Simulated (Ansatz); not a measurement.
# C2H9AlSi (SMILES C[SiH](C)[AlH2]) at 6 levels

Wanted: a comparison of 6 runs (HF/cc-pVDZ, B3LYP/cc-pVDZ, BHLYP/cc-pVDZ, BLYP/cc-pVDZ, PBE/cc-pVDZ, revPBE/cc-pVDZ) of C2H9AlSi. 

Program for the calculation: Ansatz 0.2.0.

45 further runs of the same task are left out: 45 set aside as unsound or not needed. Runs told in other sessions of the task aren't counted.

**1. The system as given**

C2H9AlSi has 13 atoms, charge 0, and is taken as a singlet. SMILES: `C[SiH](C)[AlH2]`. One bond was lengthened or shortened from a relaxed shape.

Bond lengths: C1–Si2 1.884 Å, Si2–C3 1.884 Å, Si2–Al4 2.463 Å, C1–H5 1.092 Å, C1–H6 1.093 Å, C1–H7 1.093 Å, Si2–H8 1.501 Å, C3–H9 1.093 Å, C3–H10 1.257 Å, C3–H11 1.092 Å, Al4–H12 1.594 Å, Al4–H13 1.594 Å. Some angles: C1–Si2–C3 110.0°, C1–Si2–Al4 112.9°, C3–Si2–Al4 112.9°, C1–Si2–H8 107.4°, C3–Si2–H8 107.4°, Al4–Si2–H8 105.9°, Si2–C1–H5 111.2°, Si2–C1–H6 111.1°, Si2–C1–H7 110.7°, Si2–C3–H9 110.7°.

**2. A single-point energy at HF/cc-pVDZ (run 1)**

input.yaml

```yaml
crystal:
  periodic: [false, false, false]
  atoms:
    - {symbol: C, position_ang: [-0.926884, 1.310033, -0.828124]}
    - {symbol: Si, position_ang: [-0.199084, -0.389567, -0.464624]}
    - {symbol: C, position_ang: [1.681916, -0.316567, -0.549824]}
    - {symbol: Al, position_ang: [-1.024284, -1.351767, 1.646876]}
    - {symbol: H, position_ang: [-2.018784, 1.280233, -0.825324]}
    - {symbol: H, position_ang: [-0.610984, 2.041233, -0.079724]}
    - {symbol: H, position_ang: [-0.599684, 1.668533, -1.807724]}
    - {symbol: H, position_ang: [-0.662284, -1.318167, -1.549024]}
    - {symbol: H, position_ang: [2.010116, 0.041433, -1.529324]}
    - {symbol: H, position_ang: [2.144200, 0.462300, 0.321500]}
    - {symbol: H, position_ang: [2.122616, -1.302167, -0.384024]}
    - {symbol: H, position_ang: [-0.161184, -2.408267, 2.471776]}
    - {symbol: H, position_ang: [-2.458884, -0.971067, 2.228776]}
basis:
  gaussian: {orbitals: cc-pVDZ}
hamiltonian: {xc: hf}
accuracy: high
output: {orbitals: {seedname: orbitals}}
```

On the command line:

```bash
$ ansatz run input.yaml --threads 1 --pin off --max-ram 2610MiB --events-out events.jsonl --progress --plain --runs-dir runs
```

Standard output:

```text
Warning: RAYON_NUM_THREADS=1 ignored (pool sized by the plan → 1); use --threads N
Functional definition: HF
  name "HF"
  exchange = exact_x
  correlation = 0
2640 factors; integrals over basis functions are off by at most 3.8e-9 eV
mean field evaluation 1: about -16645.4869 eV, gradient 2.8e1 eV
mean field evaluation 2: about -16645.5561 eV, gradient 2.8e1 eV
mean field evaluation 4: about -16648.1316 eV, gradient 2.8e0 eV
mean field evaluation 8: about -16648.1685 eV, gradient 3.9e-4 eV
mean field -16648.16854676 eV, -611.8089095593 hartree, gradient 1.8e-8 eV, S^2 0.000000; 0 other end points of the search recorded, 0 dependent functions left out
reference -16648.16854676 eV, -611.8089095593 hartree; 24, 24 occupied and 85, 85 virtual orbitals, 2640 factors
Total energy: -16648.16854676 eV, -611.8089095593 hartree
```

Wall time 6.6 s (1 thread of Intel Xeon Platinum 8259CL at 2.50GHz (Skylake/Cascade Lake), shared host); peak memory 0.4 GiB.

**3. A single-point energy at B3LYP/cc-pVDZ (run 2)**

job.yaml

```yaml
crystal:
  periodic: [false, false, false]
  atoms:
    - {symbol: C, position_ang: [-0.926884, 1.310033, -0.828124]}
    - {symbol: Si, position_ang: [-0.199084, -0.389567, -0.464624]}
    - {symbol: C, position_ang: [1.681916, -0.316567, -0.549824]}
    - {symbol: Al, position_ang: [-1.024284, -1.351767, 1.646876]}
    - {symbol: H, position_ang: [-2.018784, 1.280233, -0.825324]}
    - {symbol: H, position_ang: [-0.610984, 2.041233, -0.079724]}
    - {symbol: H, position_ang: [-0.599684, 1.668533, -1.807724]}
    - {symbol: H, position_ang: [-0.662284, -1.318167, -1.549024]}
    - {symbol: H, position_ang: [2.010116, 0.041433, -1.529324]}
    - {symbol: H, position_ang: [2.144200, 0.462300, 0.321500]}
    - {symbol: H, position_ang: [2.122616, -1.302167, -0.384024]}
    - {symbol: H, position_ang: [-0.161184, -2.408267, 2.471776]}
    - {symbol: H, position_ang: [-2.458884, -0.971067, 2.228776]}
basis:
  gaussian:
    orbitals: cc-pVDZ
hamiltonian:
  xc: {name: B3LYP}
accuracy: high
output:
  orbitals: {seedname: orbitals}
```

On the command line:

```bash
$ ansatz run job.yaml --threads 1 --pin off --max-ram 2610MiB --events-out events.jsonl --progress --plain --runs-dir runs
```

Standard output:

```text
Warning: RAYON_NUM_THREADS=1 ignored (pool sized by the plan → 1); use --threads N
Functional definition: B3LYP
  name "B3LYP"
  parameter a0 = 0.2
  parameter ax = 0.72
  parameter ac = 0.81
  exchange = (1 - a0 - ax)*slater_x + ax*b88_x + a0*exact_x
  correlation = (1 - ac)*vwn_rpa_c + ac*lyp_c
2640 factors; integrals over basis functions are off by at most 3.8e-9 eV
mean field evaluation 1: about -16686.8232 eV, gradient 6.0e1 eV
mean field evaluation 2: about -16680.5112 eV, gradient 7.3e1 eV
mean field evaluation 4: about -16695.9366 eV, gradient 1.8e0 eV
mean field evaluation 8: about -16696.0915 eV, gradient 2.0e-1 eV
mean field evaluation 16: about -16696.0916 eV, gradient 1.6e-5 eV
mean field -16696.09157975 eV, -613.5700485386 hartree, gradient 1.6e-8 eV, S^2 0.000000; 0 other end points of the search recorded, 0 dependent functions left out
reference -16696.09163206 eV, -613.5700504607 hartree; 24, 24 occupied and 85, 85 virtual orbitals, 2640 factors
Total energy: -16696.09163206 eV, -613.5700504607 hartree
```

It took 14 s on 1 thread of Intel Xeon Platinum 8259CL at 2.50GHz (Skylake/Cascade Lake), shared host; peak memory 0.46 GiB.

**4. A single-point energy at BHLYP/cc-pVDZ (run 3)**

run.yaml

```yaml
crystal:
  periodic: [false, false, false]
  atoms:
    - {symbol: C, position_ang: [-0.926884, 1.310033, -0.828124]}
    - {symbol: Si, position_ang: [-0.199084, -0.389567, -0.464624]}
    - {symbol: C, position_ang: [1.681916, -0.316567, -0.549824]}
    - {symbol: Al, position_ang: [-1.024284, -1.351767, 1.646876]}
    - {symbol: H, position_ang: [-2.018784, 1.280233, -0.825324]}
    - {symbol: H, position_ang: [-0.610984, 2.041233, -0.079724]}
    - {symbol: H, position_ang: [-0.599684, 1.668533, -1.807724]}
    - {symbol: H, position_ang: [-0.662284, -1.318167, -1.549024]}
    - {symbol: H, position_ang: [2.010116, 0.041433, -1.529324]}
    - {symbol: H, position_ang: [2.144200, 0.462300, 0.321500]}
    - {symbol: H, position_ang: [2.122616, -1.302167, -0.384024]}
    - {symbol: H, position_ang: [-0.161184, -2.408267, 2.471776]}
    - {symbol: H, position_ang: [-2.458884, -0.971067, 2.228776]}
basis:
  gaussian: {orbitals: cc-pVDZ}
accuracy: high
hamiltonian: {xc: {name: BHLYP}}
output: {orbitals: {seedname: orbitals}}
```

On the command line:

```bash
$ ansatz run run.yaml --threads 1 --pin off --max-ram 2610MiB --events-out events.jsonl --progress --plain --runs-dir runs
```

Standard output:

```text
Warning: RAYON_NUM_THREADS=1 ignored (pool sized by the plan → 1); use --threads N
Functional definition: BHLYP
  name "BHLYP"
  parameter a = 0.5
  exchange = (1 - a)*b88_x + a*exact_x
  correlation = lyp_c
2640 factors; integrals over basis functions are off by at most 3.8e-9 eV
mean field evaluation 1: about -16688.0849 eV, gradient 4.4e1 eV
mean field evaluation 2: about -16689.2117 eV, gradient 3.8e1 eV
mean field evaluation 4: about -16692.9598 eV, gradient 6.5e-1 eV
mean field evaluation 8: about -16693.3347 eV, gradient 1.3e-1 eV
mean field evaluation 16: about -16693.3348 eV, gradient 6.6e-5 eV
mean field -16693.33482341 eV, -613.4687396115 hartree, gradient 1.6e-8 eV, S^2 0.000000; 0 other end points of the search recorded, 0 dependent functions left out
reference -16693.33485880 eV, -613.4687409120 hartree; 24, 24 occupied and 85, 85 virtual orbitals, 2640 factors
Total energy: -16693.33485880 eV, -613.4687409120 hartree
```

It took 17 s on 1 thread of Intel Xeon Platinum 8259CL at 2.50GHz (Skylake/Cascade Lake), shared host; peak memory 0.46 GiB.

Runs 4 to 5 aren't shown in full; the table further down has their settings and results.

**5. A single-point energy at revPBE/cc-pVDZ (run 6)**

run.yaml: that of step 4 with these lines changed.

```diff
@@ -18,4 +18,4 @@
   gaussian: {orbitals: cc-pVDZ}
+hamiltonian: {xc: {name: revPBE}}
 accuracy: high
-hamiltonian: {xc: {name: BHLYP}}
 output: {orbitals: {seedname: orbitals}}
```

On the command line:

```bash
$ ansatz run run.yaml --threads 1 --pin off --max-ram 2610MiB --events-out events.jsonl --progress --plain --runs-dir runs
```

Standard output:

```text
Warning: RAYON_NUM_THREADS=1 ignored (pool sized by the plan → 1); use --threads N
Functional definition: revPBE
  name "revPBE"
  parameter kappa = 1.245
  parameter beta = 0.06672455060314922
  exchange = pbe_x(kappa = kappa, mu = beta*pi^2/3)
  correlation = pbe_c(beta = beta)
2640 factors; integrals over basis functions are off by at most 3.8e-9 eV
mean field evaluation 1: about -16679.0789 eV, gradient 6.8e1 eV
mean field evaluation 2: about -16656.4879 eV, gradient 1.0e2 eV
mean field evaluation 4: about -16690.9428 eV, gradient 5.2e0 eV
mean field evaluation 8: about -16691.0310 eV, gradient 1.6e-1 eV
mean field evaluation 16: about -16691.0311 eV, gradient 1.1e-5 eV
mean field -16691.03106869 eV, -613.3840781872 hartree, gradient 2.5e-8 eV, S^2 0.000000; 0 other end points of the search recorded, 0 dependent functions left out
reference -16691.03107457 eV, -613.3840784031 hartree; 24, 24 occupied and 85, 85 virtual orbitals, 2640 factors
Total energy: -16691.03107457 eV, -613.3840784031 hartree
```

Run time: 12 s. Hardware: 1 thread of Intel Xeon Platinum 8259CL at 2.50GHz (Skylake/Cascade Lake), shared host; peak memory 0.37 GiB.

**6. All runs side by side**

| run | level | energy (Eh) | HOMO energy (eV) | LUMO energy (eV) | HOMO–LUMO gap (eV) | wall time |
| --- | --- | --- | --- | --- | --- | --- |
| 1 | HF/cc-pVDZ | -611.808910 | -9.48 | 0.87 | 10.34 | 6.6 s |
| 2 | B3LYP/cc-pVDZ | -613.570050 | -6.76 | -2.01 | 4.75 | 14 s |
| 3 | BHLYP/cc-pVDZ | -613.468741 | -7.93 | -1.05 | 6.88 | 17 s |
| 4 | BLYP/cc-pVDZ | -613.444829 | -5.73 | -2.43 | 3.30 | 11 s |
| 5 | PBE/cc-pVDZ | -613.103905 | -5.87 | -2.58 | 3.29 | 12 s |
| 6 | revPBE/cc-pVDZ | -613.384078 | -5.85 | -2.48 | 3.36 | 12 s |

**7. What came out**

| quantity | value |
| --- | --- |
| run 6: total energy | -613.38408 Eh |
| run 6: HOMO energy | -5.85 eV |
| run 6: LUMO energy | -2.48 eV |
| run 6: HOMO–LUMO gap | 3.36 eV |

In words: The HOMO–LUMO gap runs from 3.29 eV (PBE/cc-pVDZ) to 10.34 eV (HF/cc-pVDZ). Exact exchange widens orbital gaps. Totals of different functionals can't be ranked against each other. All runs together took 73 s, the longest 17 s.
